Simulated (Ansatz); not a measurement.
ZrS, space group Fm-3m: an equation of state with a fit, run with the Python package of Ansatz (0.2.0).

`eos_zrs.py`:
```python
'''Bulk modulus of ZrS from an E(V) curve.'''

import warnings

import ansatz as az
import numpy as np
from scipy.optimize import curve_fit

vectors0 = np.array([
    [0.0, 2.625, 2.625],
    [2.625, 0.0, 2.625],
    [2.625, 2.625, 0.0],
])
sites = [
    ('Zr', (0.0, 0.0, 0.0)),
    ('S', (0.5, 0.5, 0.5)),
]


def build(cell):
    crystal = az.Crystal(lattice=az.Lattice.of(cell))
    for symbol, position in sites:
        crystal = crystal.atom(symbol, position)
    return crystal

def vinet(v, e0, v0, b0, b1):
    eta = (v / v0) ** (1 / 3)
    return e0 + 2 * b0 * v0 / (b1 - 1) ** 2 * (2 - (5 + 3 * b1 * (eta - 1) - 3 * eta) * np.exp(-1.5 * (b1 - 1) * (eta - 1)))


def main() -> None:
    warnings.simplefilter('ignore', az.DeckWarning)

    # uniform scaling of the cell
    volumes, energies = [], []
    for scale in np.linspace(0.88, 1.12, 7):
        cell = vectors0 * scale ** (1 / 3)
        setup = build(cell).calculation()
        setup = setup.occupations('cold', width=0.02).functional('pbesol')
        setup = setup.accuracy('low')
        setup = setup.basis(20 * az.Ha, density_ratio=6)
        setup = setup.scf(extra_bands=6)
        setup = setup.kpoints(8, 8, 8)
        data = setup.run().report
        volumes.append(abs(np.linalg.det(cell)) / len(sites))
        energies.append(data['free_energy_ev'] / len(sites))
        print(f'V = {volumes[-1]:8.4f} A^3/atom  F = {energies[-1]:.5f} eV/atom')

    guess = (min(energies), volumes[int(np.argmin(energies))], 0.5, 4.5)
    (e0, v0, b0, b1), _ = curve_fit(vinet, np.array(volumes), np.array(energies), p0=guess, maxfev=20000)
    print(f'Vinet fit: V0 = {v0:.4f} A^3/atom, B0 = {160.21766 * b0:.1f} GPa, B1 = {b1:.2f}')
    print('largest residual', round(1000 * float(np.abs(vinet(np.array(volumes), e0, v0, b0, b1) - energies).max()), 3), 'meV/atom')


if __name__ == '__main__':
    main()
```

From its runs, with one value withheld:

| V (Å³/atom) | F less the lowest row shown (meV/atom) |
| --- | --- |
| 15.917 | 51.60 |
| 16.641 | 8.80 |
| 17.364 | 0.00 |
| 18.088 | 18.22 |
| 18.811 | ? |
| 19.535 | 114.61 |
| 20.258 | 184.71 |

What is the missing energy at 18.811 Å³ an atom?

A third-order Birch-Murnaghan fit, E = E0 + (9 V0 B0 / 16) [(t - 1)³ B' + (t - 1)² (6 - 4t)] with t = (V0/V)^(2/3), through the 6 rows shown gives V0 = 17.213 Å³, B0 = 148.6 GPa, B' = 4.51 and E0 = -0.60 meV. At V = 18.811 Å³, t = 0.94251, and the fit interpolates to 57.91 meV. The run gave 57.91 meV, a miss of 0.01 meV.

Notes:
- These settings explore the input space; cutoff and mesh may be short of convergence.
- No spin polarisation was allowed.
- The mesh is modest for a metal, so energies can be off by several to tens of meV an atom and pressures by half a GPa or more; differences at equal mesh fare better.
- Of the deposited cell: the entry's cell lengths or inner coordinates differ somewhat from later room-temperature determinations.
- The structure is a deposited one; some such entries were measured under pressure or heat, so a shift against it needn't be the functional's error alone.
- Run time: 6.1 s on 1 thread of Intel(R) Xeon(R) Platinum 8488C (Sapphire Rapids) (shared host), peak memory 0.47 GiB.
